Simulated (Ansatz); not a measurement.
**C₄H₂F₄: one species, many methods**

One table from this session's results is given with a row withheld; the runs are named, their logs left out.

Method: functionals in def2-TZVPP, the program's frozen cores in correlated methods; program: Ansatz 0.2.0, Gaussian basis.

Levels to be run: LDA (SPW92), PBE-D4, revPBE-D4, BLYP-D4, r2SCAN-D4, B97M-V, PBE0-D4, B3LYP-D4, r2SCANh-D4, r2SCAN0-D4, HSE06-D4, BHLYP-D4, CAM-B3LYP-D4, LC-ωPBE, ωB97X-V, ωB97M-V, B2PLYP, PBE-QIDH; CCSD(T)/def2-SVP; CCSD(T)/def2-TZVPP; MP2/def2-QZVPP; extrapolation to the limit; RPA on PBE.

## The relaxed structure

An earlier PBE0-D4 in a triple-zeta def2 set relaxation fixed the geometry.

SMILES `FC1=CC(F)(F)C1F`, 10 atoms, charge 0, spin multiplicity 1.

Atoms are counted from 1 here; the program's logs count them from 0.

Bond lengths: F1–C2 1.307 Å, C2–C3 1.332 Å, C2–C7 1.496 Å, C3–C4 1.497 Å, C3–H9 1.080 Å, C4–F5 1.352 Å, C4–F6 1.345 Å, C4–C7 1.559 Å, C7–F8 1.361 Å, C7–H10 1.093 Å. Angles: F1–C2–C3 133.4°, F1–C2–C7 128.7°, C3–C2–C7 97.8°, C2–C3–C4 90.8°, C2–C3–H9 136.1°, C4–C3–H9 133.1°, C3–C4–F5 115.8°, C3–C4–F6 116.4°, C3–C4–C7 88.6°, F5–C4–F6 106.8°, F5–C4–C7 114.9°, F6–C4–C7 113.8°, C2–C7–C4 82.6°, C2–C7–F8 116.4°, C2–C7–H10 116.9°, C4–C7–F8 115.6°, C4–C7–H10 114.3°, F8–C7–H10 109.1°.

Set-up of the first run:

Contents of in.yaml:

```yaml
crystal:
  periodic: [false, false, false]
  atoms:
    - {symbol: F, position_ang: [-1.746566, -0.107660, 1.650298]}
    - {symbol: C, position_ang: [-0.855826, 0.026583, 0.703954]}
    - {symbol: C, position_ang: [-0.783164, 0.793127, -0.382509]}
    - {symbol: C, position_ang: [0.550274, 0.209605, -0.730557]}
    - {symbol: F, position_ang: [0.623685, -0.423298, -1.923278]}
    - {symbol: F, position_ang: [1.603128, 1.043690, -0.667115]}
    - {symbol: C, position_ang: [0.417801, -0.732403, 0.503974]}
    - {symbol: F, position_ang: [1.370015, -0.581269, 1.465279]}
    - {symbol: H, position_ang: [-1.422830, 1.513037, -0.870703]}
    - {symbol: H, position_ang: [0.326782, -1.792512, 0.253557]}
basis:
  gaussian: {orbitals: def2-TZVPP}
hamiltonian: {xc: lda}
output: {orbitals: {seedname: orbitals}}
```

Started as:

```bash
ansatz run in.yaml --threads 4 --pin off --events-out ev --progress --plain --max-ram 11315MiB
```

Steps of the session up to this table: LDA; PBE-D4 (GGA); revPBE-D4 (GGA); BLYP-D4 (GGA); r2SCAN-D4 (meta-GGA); B97M-V (meta-GGA); PBE0-D4 (hybrid); B3LYP-D4 (hybrid); r2SCANh-D4 (hybrid); r2SCAN0-D4 (hybrid); HSE06-D4 (hybrid); BHLYP-D4 (hybrid); CAM-B3LYP-D4 (range-separated); LC-ωPBE (range-separated); ωB97X-V (range-separated); ωB97M-V (range-separated); B2PLYP (double hybrid); PBE-QIDH (double hybrid).

One table of the session follows, with a row left open; its other results are not shown here.

It belongs to the step «Frontier levels by functional». 

```
  functional  HOMO (eV)  gap (eV)
 LDA (SPW92)      -7.72      5.57
      PBE-D4      -7.48      5.64
   revPBE-D4      -7.39      5.67
     BLYP-D4      -7.35      5.62
   r2SCAN-D4      -7.76      6.12
      B97M-V      -7.80      6.26
     PBE0-D4      -8.82      7.99
    B3LYP-D4      -8.59      7.49
  r2SCANh-D4      -8.26      7.00
  r2SCAN0-D4      -9.00      8.30
    HSE06-D4      -8.41      7.20
    BHLYP-D4      -9.99     10.26
CAM-B3LYP-D4     -10.20     10.50
     LC-ωPBE     -11.55     13.10
     ωB97X-V          ?         ?
     ωB97M-V     -11.06     12.43
```

Q: Estimate the row for ωB97X-V from the others.

**Answer.** HOMO (eV): -11.15; gap (eV): 12.64. In the column «HOMO (eV)» it lies between LC-ωPBE (-11.55) and ωB97M-V (-11.06).
